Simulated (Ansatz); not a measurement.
**CH3F3SeSn: up Jacob's ladder to CCSD(T)**

An exercise on one series of results from a longer session: the logs are not shown, and one member is left open.

Program: Ansatz 0.2.0, Gaussian basis. Level of theory: functionals in def2-TZVPP, the program's frozen cores in correlated methods. These are calculated values, not measurements.

The runs, in order: LDA (SPW92), PBE-D4, revPBE-D4, BLYP-D4, r2SCAN-D4, B97M-V, PBE0-D4, B3LYP-D4, r2SCANh-D4, r2SCAN0-D4, HSE06-D4, BHLYP-D4, CAM-B3LYP-D4, LC-ωPBE, ωB97X-V, ωB97M-V, B2PLYP, PBE-QIDH; CCSD(T)/def2-SVP; MP2/def2-TZVPP; MP2/def2-QZVPP; RPA on PBE.

### The geometry

An earlier PBE0-D4 in a triple-zeta def2 set relaxation fixed the geometry. Sn takes the def2 core potential; no spin-orbit term is included.

SMILES `C[Se][Sn]([F])([F])[F]`, 9 atoms, charge 0, spin multiplicity 1.

Atoms are counted from 1 here; the program's logs count them from 0.

Bond lengths: C1–Se2 1.966 Å, C1–H7 1.087 Å, C1–H8 1.087 Å, C1–H9 1.089 Å, Se2–Sn3 2.468 Å, Sn3–F4 1.898 Å, Sn3–F5 1.893 Å, Sn3–F6 1.898 Å. Angles: Se2–C1–H7 110.5°, Se2–C1–H8 110.5°, Se2–C1–H9 104.5°, H7–C1–H8 111.6°, H7–C1–H9 109.7°, H8–C1–H9 109.7°, C1–Se2–Sn3 95.4°, Se2–Sn3–F4 114.1°, Se2–Sn3–F5 114.0°, Se2–Sn3–F6 113.6°, F4–Sn3–F5 105.7°, F4–Sn3–F6 102.3°, F5–Sn3–F6 105.9°.

Set-up of the first run:

in.yaml

```yaml
crystal:
  periodic: [false, false, false]
  atoms:
    - {symbol: C, position_ang: [-0.081577, -1.435842, 0.962319]}
    - {symbol: Se, position_ang: [1.427435, -0.733728, -0.083271]}
    - {symbol: Sn, position_ang: [0.229519, 1.259054, -0.910010]}
    - {symbol: F, position_ang: [-1.322161, 0.864707, -1.929607]}
    - {symbol: F, position_ang: [1.282536, 2.395710, -1.997573]}
    - {symbol: F, position_ang: [-0.464500, 2.357542, 0.474029]}
    - {symbol: H, position_ang: [-0.370671, -0.729599, 1.736134]}
    - {symbol: H, position_ang: [-0.916582, -1.679098, 0.310635]}
    - {symbol: H, position_ang: [0.304501, -2.345147, 1.420243]}
basis:
  gaussian: {orbitals: def2-TZVPP}
hamiltonian: {xc: lda}
output: {orbitals: {seedname: orbitals}}
```

Started as:

```bash
ansatz run in.yaml --threads 4 --pin off --events-out ev --progress --plain --max-ram 11315MiB
```

Steps of the session up to this table: LDA; PBE-D4 (GGA); revPBE-D4 (GGA); BLYP-D4 (GGA); r2SCAN-D4 (meta-GGA); B97M-V (meta-GGA); PBE0-D4 (hybrid); B3LYP-D4 (hybrid); r2SCANh-D4 (hybrid); r2SCAN0-D4 (hybrid); HSE06-D4 (hybrid); BHLYP-D4 (hybrid); CAM-B3LYP-D4 (range-separated); LC-ωPBE (range-separated); ωB97X-V (range-separated); ωB97M-V (range-separated); B2PLYP (double hybrid); PBE-QIDH (double hybrid).

One table of the session follows, with a row left open; its other results are not shown here.

It belongs to the step «Frontier levels by functional». 

| functional | HOMO (eV) | LUMO (eV) | gap (eV) |
| --- | --- | --- | --- |
| LDA (SPW92) | -6.87 | -4.01 | 2.86 |
| PBE-D4 | -6.69 | -3.63 | 3.06 |
| revPBE-D4 | -6.63 | -3.49 | 3.14 |
| BLYP-D4 | -6.54 | -3.59 | 2.95 |
| r2SCAN-D4 | -6.98 | -3.45 | 3.53 |
| B97M-V | -7.04 | -3.38 | 3.67 |
| PBE0-D4 | -7.92 | -2.74 | 5.18 |
| B3LYP-D4 | ? | ? | ? |
| r2SCANh-D4 | -7.43 | -3.13 | 4.30 |
| r2SCAN0-D4 | -8.11 | -2.64 | 5.47 |
| HSE06-D4 | -7.52 | -3.11 | 4.41 |
| BHLYP-D4 | -8.99 | -1.82 | 7.18 |
| CAM-B3LYP-D4 | -9.24 | -1.78 | 7.45 |
| LC-ωPBE | -10.58 | -0.49 | 10.09 |
| ωB97X-V | -10.23 | -0.60 | 9.62 |
| ωB97M-V | -10.10 | -0.74 | 9.36 |

**Question.** Estimate the row for B3LYP-D4.

Worked estimate for «HOMO (eV)». Against the share of exact exchange, BLYP-D4 (0, -6.54), BHLYP-D4 (0.5, -8.99) give a slope of -4.90 per unit share; at 0.2 the line stands at -7.52.

As computed: HOMO (eV): -7.69; LUMO (eV): -3.07; gap (eV): 4.62. In «HOMO (eV)» the line misses by +0.17.
